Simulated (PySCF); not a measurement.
# Br: the cost of one run

Computed with PySCF 2.14.0 and routines of our own; the level stands in each step. Atoms count from 0.

### Step 1. The starting structure

1 atom, charge -1, multiplicity 1; geometry from: atom.

### Step 2. NMR shieldings: PBE/pcSseg-1 Br:us-x2c-TZVPall-2c, spin–orbit

The job: settings as JSON, then the geometry in Å.

```
{"job": {"xc": "PBE", "basis": {"default": "pcSseg-1", "Br": "us-x2c-TZVPall-2c"}, "rel": "so", "kind": "hnmr"}, "charge": -1, "multiplicity": 1}
Br     0.000000     0.000000     0.000000
```

With the program's defaults for keys left out, this is: PBE/pcSseg-1 Br:us-x2c-TZVPall-2c GIAO NMR shielding, X2C with spin-orbit coupling, screened-nuclear two-electron part, Gaussian nuclei, gas phase.

Launch:

```console
$ OMP_NUM_THREADS=1 python heavy_run.py task.json out
```

The driver reads the jobs from task.json and runs them one after another.

Q: Estimate the wall time and peak memory of this first job on 1 thread of Arm Neoverse V1, shared host.

About 2.6 s, with a peak of 0.28 GiB.
